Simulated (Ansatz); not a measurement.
# RbGeBr2: what a guessed cell relaxes into

The task: take a trial cell of RbGeBr2 to zero force and stress.

Program: Ansatz 0.2.0. Level of theory: DFT PBE, scalar-relativistic, plane waves, PAW. These are calculated values, not measurements.

## 1. The starting structure

Symmetry: P-6m2, No. 187, hexagonal system. The conventional cell has a = 4.042 Å, b = 4.042 Å, c = 7.923 Å, α = 90.00°, β = 90.00°, γ = 120.00°. Rb (site symmetry -6m2) has 6 Br at 3.06 Å as nearest neighbours. Around Ge (site symmetry -6m2) lie 6 Br at 3.06 Å. Around Br (site symmetry 3m) lie 3 Rb at 3.06 Å and 3 Ge at 3.06 Å.

Coordinates:

```
Rb Ge Br
1.0
     4.04227    0.00000    0.00000
    -2.02114    3.50071    0.00000
     0.00000    0.00000    7.92285
Rb Ge Br
1 1 2
Cartesian
  0.0000 0.0000 0.0000
  0.0000 0.0000 3.9614
  0.0000 2.3338 1.9807
  0.0000 2.3338 5.9421
```

The cell is invented: ordered mixture on the cation sites of tungsten carbide (P-6m2, No. 187). Its size is a rough estimate.

## 2. A first look at the guess

Input file input.yaml:

```yaml
crystal:
  lattice:
    - [4.04227213, 0.0, 0.0]
    - [-2.02113606, 3.50071035, 0.0]
    - [0.0, 0.0, 7.92285337]
  atoms:
    - { symbol: Rb, position: [0.0, 0.0, 0.0] }
    - { symbol: Ge, position: [0.0, 0.0, 0.5] }
    - { symbol: Br, position: [0.33333333, 0.66666667, 0.25] }
    - { symbol: Br, position: [0.33333333, 0.66666667, 0.75] }
basis:
  ecutwfc: 420
kpoints:
  mp_grid: { grid: [6, 6, 2] }
hamiltonian:
  xc: pbe
scf:
  occupations: { method: gaussian, width: 0.1 }
  lower_state_search: "off"
output:
  forces: true
  stress: true
  eigenvalues: true
```

The run is started by

```
> ansatz run input.yaml --threads 1 --pin off --max-ram 2048MiB --backend cpu --events-out ev --progress --plain --runs-dir out
```

Further runs follow: rough relaxation on the coarse mesh; final relaxation.

Before running it: what results should come out? Wanted: conventional cell; volume; energy over the elements; gap on the mesh.

**Answer**, as computed:

```
                              quantity                                                                       value
symmetry at the end (tolerance 0.05 Å)                                                 space group P-6m2 (No. 187)
                     conventional cell  a = 4.067 Å, b = 4.067 Å, c = 9.068 Å, α = 90.00°, β = 90.00°, γ = 120.00°
                                volume                                                               32.47 Å³/atom
              energy over the elements                                                               -0.58 eV/atom
                       gap on the mesh                                                                none (metal)
```

The space group P-6m2 (No. 187) is kept, and the volume per atom grows by 15.9 % from the first guess. A negative formation energy is needed for stability but isn't enough; other structures and compounds were not set against it here. No finished test with a distortion of lower symmetry is shown, so the end may be a saddle point. The final runs have no spin polarisation, so no magnetic state was tried and one may lie lower.
